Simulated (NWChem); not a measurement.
**One shape, several levels: InCl2F (SMILES [F][In]([Cl])[Cl])**

We compute a comparison of 6 runs (HF/STO-3G, HF/def2-SVP, BLYP/def2-SVP, PBE0/def2-SVP, B3LYP/def2-SVPD, PBE/def2-SVPD) of InCl2F. 

The results are computed with NWChem 7.3.0.

### 1 The structure to begin with

InCl2F has 4 atoms, charge 0, and is taken as a singlet. As SMILES, `[F][In]([Cl])[Cl]`. The shape comes from GFN2-xTB, which is rough for such elements, and wasn't checked as a minimum.

Bond lengths: In1–Cl2 2.288 Å, In1–Cl3 2.288 Å, In1–F4 1.977 Å. Angles: Cl2–In1–Cl3 131.3°, Cl2–In1–F4 114.3°, Cl3–In1–F4 114.4°.

### 2 Energy and forces at HF/STO-3G (run 1)

File cl2fin.nw:

```
start cl2fin
title "Cl2FIn hf"
memory stack 880 mb heap 220 mb global 1100 mb

geometry units atomic noautosym nocenter noautoz
   In   0.02158067   0.03690635   0.00805023
   Cl   4.31951708  -0.44132664   0.02473651
   Cl  -2.45588807   3.58093652  -0.03416625
   F   -1.88520968  -3.17651623   0.00137950
end

basis spherical bse
   * library STO-3G
end

scf
   thresh 1e-08
   maxiter 80
end

task scf gradient
```

Launch:

```console
$ nwchem cl2fin.nw > cl2fin.out
```

Standard output:

```text
[...]
  functions       =    50
[...]
  wavefunction    = RHF
[...]
         Total SCF energy =  -6690.256740568146
      One-electron energy = -10435.575124602065
      Two-electron energy =   3160.239420659278
 Nuclear repulsion energy =    585.078963374641
        Time for solution =      5.5s
[...]
                         RHF ENERGY GRADIENTS
    atom               coordinates                        gradient
                 x          y          z           x          y          z
   1 In      0.021581   0.036906   0.008050    0.023800   0.040165   0.000435
   2 Cl      4.319517  -0.441327   0.024737    0.011092  -0.005902  -0.000026
   3 Cl     -2.455888   3.580937  -0.034166   -0.010476   0.006899  -0.000213
   4 F      -1.885210  -3.176516   0.001380   -0.024417  -0.041162  -0.000196
[...]
```

It took 8.4 s on 1 thread of Intel Xeon Platinum 8488C (Sapphire Rapids), shared host; peak memory 0.1 GiB.

### 3 Energy and gradient at HF/def2-SVP (core potential) (run 2)

File m1.nw:

```
start m1
title "Cl2FIn hf"
memory total 2200 mb
charge 0

geometry units angstroms noautosym nocenter noautoz
 In       0.011420       0.019530       0.004260
 Cl       2.285790      -0.233540       0.013090
 Cl      -1.299600       1.894950      -0.018080
 F       -0.997610      -1.680940       0.000730
end

basis spherical bse
 In library def2-SVP
 Cl library def2-SVP
 F library def2-SVP
end

ecp bse
 In library def2-SVP
end

scf
 thresh 1e-08
 maxiter 80
 noprint "final vectors analysis"
end

task scf gradient
```

Launch:

```console
$ nwchem m1.nw > m1.out
```

Standard output:

```text
[...]
  functions       =    76
[...]
  wavefunction    = RHF
[...]
         Total SCF energy =  -1207.403553727906
      One-electron energy =  -2337.881853441685
      Two-electron energy =    832.986479807877
 Nuclear repulsion energy =    297.491819905902
        Time for solution =     10.9s
[...]
                         RHF ENERGY GRADIENTS
    atom               coordinates                        gradient
                 x          y          z           x          y          z
   1 In      0.021581   0.036906   0.008050    0.016344   0.027607   0.000282
   2 Cl      4.319517  -0.441327   0.024737   -0.008797  -0.001315  -0.000121
   3 Cl     -2.455888   3.580936  -0.034166    0.003078  -0.008371  -0.000018
   4 F      -1.885210  -3.176516   0.001379   -0.010625  -0.017922  -0.000142
[...]
```

Wall time 15 s (1 thread of Intel Xeon Platinum 8488C (Sapphire Rapids), shared host); peak memory 0.1 GiB.

Runs 3 to 5 aren't shown in full; the table further down has their settings and results.

### 4 Energy and forces at PBE/def2-SVPD (core potential) (run 6)

File test.nw:

```
echo
START test
TITLE "Cl2FIn PBE"
memory 2200 mb

GEOMETRY noautosym nocenter noautoz
In     0.011420     0.019530     0.004260
Cl     2.285790    -0.233540     0.013090
Cl    -1.299600     1.894950    -0.018080
F     -0.997610    -1.680940     0.000730
END

BASIS spherical bse
In library def2-SVPD
Cl library def2-SVPD
F library def2-SVPD
END

ECP bse
In library def2-SVPD
END

DFT
xc xpbe96 cpbe96
grid fine
convergence energy 1e-08
iterations 100
mulliken
print medium
END

TASK dft gradient
```

Launch:

```console
$ nwchem test.nw > test.out
```

Standard output:

```text
[...]
          Wavefunction type:  closed shell.
          No. of atoms     :     4
          No. of electrons :    64
[...]
          Charge           :     0
          Spin multiplicity:     1
[...]
          AO basis - number of functions:   109
[...]
              XC Information
              --------------
          PerdewBurkeErnzerhof Exchange Functional  1.000
            Perdew 1991 LDA Correlation Functional  1.000 local
           PerdewBurkeErnz. Correlation Functional  1.000 non-local
[...]
 d= 0,ls=0.0,diis     1  -1209.5468472400 -1.51D+03  3.38D-02  1.04D+00     3.1
[...]
 d= 0,ls=0.0,diis    12  -1209.6811848569 -1.43D-09  2.73D-08  4.81D-12    24.9
         Total DFT energy =    -1209.681184856890
      One electron energy =    -2337.099206270878
           Coulomb energy =      913.131395305073
    Exchange-Corr. energy =      -83.205193796987
 Nuclear repulsion energy =      297.491819905902
[...]
      Total Density - Mulliken Population Analysis
     ---------------------------------------------
    Atom       Charge   Shell Charges
 -----------   ------   -------------------------------------------------------
    1 In  21    19.41  -0.60  2.60  0.87 -0.25 -0.01  2.78  3.23  0.80 -0.16  9.64  0.54 -0.02
    2 Cl  17    17.48   2.00  1.98  1.31  0.64  0.12  5.93  2.14  3.06  0.28  0.01  0.02
    3 Cl  17    17.48   2.00  1.98  1.31  0.64  0.12  5.93  2.14  3.06  0.28  0.01  0.02
    4 F    9     9.62   1.99  1.14  0.80  0.07  3.29  2.01  0.30  0.00  0.01
[...]
  wavefunction    = closed shell
                         DFT ENERGY GRADIENTS
    atom               coordinates                        gradient
                 x          y          z           x          y          z
   1 In      0.021581   0.036906   0.008050    0.007218   0.012216   0.000136
   2 Cl      4.319517  -0.441327   0.024737   -0.016457   0.000086  -0.000135
   3 Cl     -2.455888   3.580936  -0.034166    0.007973  -0.014425   0.000078
   4 F      -1.885210  -3.176516   0.001379    0.001266   0.002123  -0.000080
[...]
```

Wall time 34 s (1 thread of Intel Xeon Platinum 8488C (Sapphire Rapids), shared host); peak memory 0.13 GiB.

### 5 All runs side by side

```tsv
run	level	core potential	iteration cap	energy (Eh)	dipole moment (D)	HOMO energy (eV)	LUMO energy (eV)	wall time
1	HF/STO-3G	–	80	-6690.256741	0.62	-9.71	4.72	8.4 s
2	HF/def2-SVP (core potential)	def2-SVP	80	-1207.403554	1.86	–	–	15 s
3	BLYP/def2-SVP (core potential)	def2-SVP	100	-1210.059965	1.45	-7.79	-3.73	24 s
4	PBE0/def2-SVP (core potential)	def2-SVP	100	-1209.726293	1.56	-9.57	-3.02	18 s
5	B3LYP/def2-SVPD (core potential)	def2-SVPD	100	-1210.241501	1.71	-9.58	-3.69	28 s
6	PBE/def2-SVPD (core potential)	def2-SVPD	100	-1209.681185	1.59	-8.43	-4.26	34 s
```

### 6 Summary of results

```
                       quantity           value
            run 6: total energy  -1209.68118 Eh
           run 6: dipole moment          1.59 D
             run 6: HOMO energy        -8.43 eV
             run 6: LUMO energy        -4.26 eV
           run 6: HOMO–LUMO gap         4.18 eV
run 6: largest force on an atom      0.848 eV/Å
```

The dipole moment (its size) runs from 0.62 D (HF/STO-3G) to 1.86 D (HF/def2-SVP). The two ends differ in basis and core potential. The two dipoles point in opposite directions. Over runs 1, 3, 4, 5, 6 the HOMO–LUMO gap runs from 4.06 eV (BLYP/def2-SVP) to 14.44 eV (HF/STO-3G). The two ends differ in method and basis and core potential. Totals of different functionals can't be ranked against each other. Some runs of one species differ in core potentials or relativity; totals across that change don't compare. In run 1 the basis is minimal, so the values are rough. In run 1 relativity is left out where basis or elements ask for it. All runs together took 2.1 min, the longest 34 s.
